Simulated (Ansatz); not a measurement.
# Ca2CuO3: the cost of one run

Method: DFT PBEsol, scalar-relativistic, plane waves, PAW, in Ansatz 0.2.0.

1 further run of the same task is left out (set aside as unsound or not needed). Runs told in other sessions of the task aren't counted.

## 1. Starting point

The structure is orthorhombic, space group Immm (No. 71). Conventional cell: a = 3.233 Å, b = 3.778 Å, c = 11.995 Å, α = 90.00°, β = 90.00°, γ = 90.00°. Ca (site symmetry mm2) is surrounded by 7 O at 2.29 to 2.49 Å. Cu (site symmetry mmm) has 4 O at 1.89 to 1.92 Å in its first shell of neighbours. O (site symmetry mm2) is surrounded by 1 Cu at 1.92 Å and 5 Ca at 2.29 to 2.49 Å. O (site symmetry mmm) has 2 Cu at 1.89 Å and 4 Ca at 2.41 Å in its first shell of neighbours.

As a file:

```
CELL_PARAMETERS angstrom
-1.61658 1.88917 5.99739
1.61658 -1.88917 5.99739
1.61658 1.88917 -5.99739
ATOMIC_POSITIONS crystal
Ca 0.85098 0.35098 0.50000
Ca 0.14902 0.64902 0.50000
Cu 0.50000 0.00000 0.50000
O 0.66037 0.16037 0.50000
O 0.33963 0.83963 0.50000
O 0.00000 0.00000 0.00000
```

This cell was relaxed beforehand with the same method: volume 12.21 Å³/atom, gap on the mesh none (metal).

## 2. The cell scaled to 0.97 of its volume

The input, input.yaml:

```yaml
crystal:
  lattice:
    - [-1.6002472746, 1.8700855548, 5.9368086416]
    - [1.6002472746, -1.8700855548, 5.9368086416]
    - [1.6002472746, 1.8700855548, -5.9368086416]
  atoms:
    - { symbol: Ca, position: [0.8509819933, 0.3509819933, 0.5] }
    - { symbol: Ca, position: [0.1490180067, 0.6490180067, 0.5] }
    - { symbol: Cu, position: [0.5, 0.0, 0.5] }
    - { symbol: O, position: [0.6603678091, 0.1603678091, 0.5] }
    - { symbol: O, position: [0.3396321909, 0.8396321909, 0.5] }
    - { symbol: O, position: [0.0, 0.0, 0.0] }
basis:
  ecutwfc: 420
kpoints:
  mp_grid: { grid: [14, 14, 14] }
hamiltonian:
  xc: pbesol
scf:
  occupations: { method: gaussian, width: 0.1 }
output:
  forces: true
  stress: true
  eigenvalues: true
  write_density: true
  write_potential: true
  elf: true
  volumetric_format: npy
relax:
  adjacent_minimum: "off"
  f_tol: 0.01
  max_steps: 30
  cell: { stress_tol: 0.1, fix: [volume] }
```

On the command line:

```
$ ansatz run input.yaml --threads 2 --pin off --max-ram 5120MiB --backend cpu --events-out ev --progress --plain --runs-dir out
```

Q: Estimate wall time and peak memory on 2 threads of Intel Xeon Platinum 8488C (Sapphire Rapids), shared host.

About 3.8 min, with a peak of 1.1 GiB.
